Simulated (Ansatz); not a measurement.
C₂H₅FGeSi, SMILES C#[C][GeH2][SiH2]F, a ladder of methods at one geometry

Program: Ansatz 0.2.0, Python API.

Input file `c2h5fgesi.xyz`:
```text
10

C     2.12920    1.42230   -1.06720
C     1.47970    0.70170   -0.35220
Ge    0.45760   -0.43020    0.76990
Si   -1.70840   -0.54260   -0.03290
F    -2.38090    1.00350   -0.04900
H     2.69940    2.05510   -1.69510
H     0.44590    0.14300    2.20990
H     1.08020   -1.84950    0.77870
H    -1.69450   -1.08570   -1.39920
H    -2.50820   -1.41760    0.83710
```

The script, `methods_c2h5fgesi.py`:
```python
"""C2H5FGeSi at several levels of theory."""

from pathlib import Path
import warnings

import ansatz
import numpy as np

warnings.simplefilter("ignore", ansatz.DeckWarning)

geometry = ansatz.Crystal.molecule_from_extxyz("c2h5fgesi.xyz")

calculation = geometry.calculation().basis(gaussian="def2-SVP")

print("functional    E (Ha)        dipole (D)   HOMO (eV)  LUMO (eV)")
for name in ["pbe", "lda", "r2scan", "blyp"]:
    r = calculation.functional(name).forces().orbitals().run(threads=1, pin="off", runs_dir="runs").report
    lines = Path(r["orbitals_path"]).read_text().splitlines()
    field_of = lambda key: [line.split("=")[1].strip() for line in lines if line.startswith(key)]
    orbitals = [(27.211386 * float(e), s, float(n)) for e, s, n in zip(field_of("Ene="), field_of("Spin="), field_of("Occup="))]
    homo = max(e for e, _, n in orbitals if n > 0.5)
    lumo = min(e for e, _, n in orbitals if n < 0.5)
    dipole = 4.803205 * np.linalg.norm(r["charge_distribution"]["dipole_moment_e_ang"])
    print(f"{name:10s} {r['free_energy_ev'] / 27.211386246:14.6f} {dipole:9.3f} {homo:11.3f} {lumo:10.3f}")
```

```console
$ python methods_c2h5fgesi.py
functional    E (Ha)        dipole (D)   HOMO (eV)  LUMO (eV)
pbe          -2544.369953     1.297      -6.670     -1.395
lda          -2539.329436     1.381      -6.786     -1.614
r2scan       -2544.918398     1.400      -6.973     -1.176
blyp         -2545.043086     1.261      -6.469     -1.192
```

Reading the output:
- The settings weren't tested for convergence.
- The geometry is a force-field or estimated start, not a minimum of this method, and the basis set is short of its limit. A lower total doesn't mark the better method: functionals have no common bound, and MP2 and coupled cluster aren't variational.
- Levels such as HOMO and LUMO are orbital energies: with these approximate functionals they aren't the ionisation energy and electron affinity, and their gap isn't the fundamental gap.
- Hardware and time: 18 s on 1 thread of Arm Neoverse V2 (shared host), peak memory 0.25 GiB.
